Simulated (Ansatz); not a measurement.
# C₄H₁₀AlNO: basis-set convergence

Aim: see how fast density functionals converge with the basis set for C₄H₁₀AlNO.

Computed with Ansatz 0.2.0, Gaussian basis. Level: one geometry, several basis sets.

Plan: PBE0-D4/def2-SVP; ωB97M-V/def2-SVP; PBE0-D4/def2-QZVPP; ωB97M-V/def2-QZVPP; the functionals' def2-TZVPP values are taken from earlier runs.

### 1 Structure used throughout

All runs share one geometry, relaxed beforehand with PBE0-D4 in a triple-zeta def2 set.

17 atoms, charge 0, spin multiplicity 1.

Atoms are counted from 1 here; the program's logs count them from 0.

Bond lengths: C1–C2 1.442 Å, C1–H8 1.091 Å, C1–H9 1.091 Å, C1–H10 1.091 Å, C2–N3 1.143 Å, N3–Al4 2.067 Å, Al4–C5 1.964 Å, Al4–C6 1.971 Å, Al4–O7 1.731 Å, C5–H11 1.096 Å, C5–H12 1.095 Å, C5–H13 1.095 Å, C6–H14 1.096 Å, C6–H15 1.096 Å, C6–H16 1.096 Å, O7–H17 0.955 Å. Angles: C2–C1–H8 109.5°, C2–C1–H9 109.8°, C2–C1–H10 109.7°, H8–C1–H9 109.3°, H8–C1–H10 109.3°, H9–C1–H10 109.3°, C1–C2–N3 179.7°, C2–N3–Al4 176.3°, N3–Al4–C5 98.8°, N3–Al4–C6 100.0°, N3–Al4–O7 99.4°, C5–Al4–C6 120.4°, C5–Al4–O7 114.2°, C6–Al4–O7 117.5°, Al4–C5–H11 112.5°, Al4–C5–H12 111.1°, Al4–C5–H13 111.8°, H11–C5–H12 106.8° and more.

### 2 PBE0-D4 in def2-SVP

in.yaml

```yaml
crystal:
  periodic: [false, false, false]
  atoms:
    - {symbol: C, position_ang: [2.844757, -0.288064, 1.879833]}
    - {symbol: C, position_ang: [1.641414, -0.076086, 1.113163]}
    - {symbol: N, position_ang: [0.690207, 0.096320, 0.503125]}
    - {symbol: Al, position_ang: [-0.955598, 0.469205, -0.690573]}
    - {symbol: C, position_ang: [-0.338478, -0.405703, -2.337482]}
    - {symbol: C, position_ang: [-2.370318, -0.354533, 0.407958]}
    - {symbol: O, position_ang: [-0.884436, 2.198083, -0.737606]}
    - {symbol: H, position_ang: [3.613086, 0.415300, 1.555150]}
    - {symbol: H, position_ang: [2.639237, -0.132636, 2.939950]}
    - {symbol: H, position_ang: [3.202873, -1.307360, 1.727993]}
    - {symbol: H, position_ang: [-0.086832, -1.460752, -2.183517]}
    - {symbol: H, position_ang: [-1.111625, -0.375151, -3.112745]}
    - {symbol: H, position_ang: [0.545530, 0.088418, -2.753756]}
    - {symbol: H, position_ang: [-3.350158, -0.265379, -0.074081]}
    - {symbol: H, position_ang: [-2.195884, -1.424876, 0.564784]}
    - {symbol: H, position_ang: [-2.461856, 0.106674, 1.397608]}
    - {symbol: H, position_ang: [-1.440819, 2.716141, -0.159705]}
basis:
  gaussian: {orbitals: def2-SVP}
hamiltonian: {xc: pbe0, dispersion: d4}
output: {orbitals: {seedname: orbitals}}
```

Started as:

```
ansatz run in.yaml --threads 4 --pin off --events-out ev --progress --plain --max-ram 11315MiB
```

Further steps of the session: ωB97M-V in def2-SVP; PBE0-D4 in def2-QZVPP; ωB97M-V in def2-QZVPP.

Q: Predict the results of all the runs planned. Wanted: PBE0-D4: double and triple zeta above quadruple; ωB97M-V: double and triple zeta above quadruple.

**Answer**, as computed:

| quantity | value |
| --- | --- |
| PBE0-D4: double and triple zeta above quadruple | 12.11, 0.67 eV |
| ωB97M-V: double and triple zeta above quadruple | 12.46, 0.63 eV |

In words: PBE0-D4 gains 11.44 eV from double to triple zeta, then 0.67 eV more. Total energies overstate the basis error of differences, where much of it tends to cancel. The LUMO of ωB97M-V is positive and keeps falling with the basis (1.71 to 0.65 eV): an unbound level that the basis holds in place.
